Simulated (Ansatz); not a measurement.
Predict the output of the script below (Ansatz's Python interface).

The script, `tae_ch8si3.py`:
```python
from collections import Counter
import logging
import sys

import ansatz as az

logging.basicConfig(stream=sys.stdout, format="%(levelname)s:%(name)s:%(message)s")
log = logging.getLogger("ch8si3")
log.setLevel(logging.INFO)


def energy(molecule, charge=0, unpaired=0):
    calc = (
        molecule.calculation()
        .basis(gaussian="STO-3G")
        .functional("r2SCAN")
        .accuracy("high")
    )
    if charge:
        calc = calc.charge(charge)
    if unpaired:
        calc = calc.spin("collinear", total=unpaired)
    report = calc.run(threads=1).report
    if report["published_state_doubts"]:
        print("  doubts:", report["published_state_doubts"])
    return report["free_energy_ev"]

GEOMETRY = """
C    -0.92290    1.36470   -0.81640
Si   -0.71880    0.13350    0.44230
Si    1.40170   -0.23060    0.99580
Si    0.39990   -1.72050   -0.27170
H    -1.90010    1.23520   -1.39810
H    -1.03940    2.42490   -0.38730
H    -0.13720    1.44460   -1.56350
H    -1.70110   -0.00110    1.50690
H     1.67760   -0.59360    2.47170
H     2.43240    0.63080    0.33810
H     0.65700   -1.75390   -1.69610
H    -0.07210   -2.98900    0.41230
"""

molecule = az.Crystal.molecule()
for line in GEOMETRY.strip().splitlines():
    symbol, *xyz = line.split()
    molecule = molecule.atom(symbol, [float(v) for v in xyz])

unpaired = {"C": 2, "Si": 2, "H": 1}
counts = Counter(site.symbol for site in molecule.cartesian_sites)
atom_energy = {s: energy(az.Crystal.molecule().atom(s, (0, 0, 0)), 0, unpaired[s]) for s in counts}
whole = energy(molecule, 0, 0)
for s, e in atom_energy.items():
    log.info(f"{s:2s} x{counts[s]}  {e:14.5f} eV")
log.info(f"CH8Si3: {whole:.5f} eV")
split = sum(counts[s] * e for s, e in atom_energy.items()) - whole
log.info(f"atomisation energy (no zero-point term): {split:.3f} eV, {split / sum(counts.values()):.3f} eV an atom")
```

Output of `python tae_ch8si3.py`:
```text
INFO:ch8si3:C  x1     -1015.79264 eV
INFO:ch8si3:Si x3     -7780.07441 eV
INFO:ch8si3:H  x8       -12.69301 eV
INFO:ch8si3:CH8Si3: -24509.76531 eV
INFO:ch8si3:atomisation energy (no zero-point term): 52.205 eV, 4.350 eV an atom
```

52.205 eV from the electronic energies, without the zero-point term.

The settings weren't tested for convergence. The geometry is a force-field or estimated start, not a minimum of this method, and the basis set is short of its limit. All parts are taken at fixed geometry, without zero-point energy. The whole script took 11 s on 1 thread of Arm Neoverse V2 (shared host), peak memory 0.3 GiB.
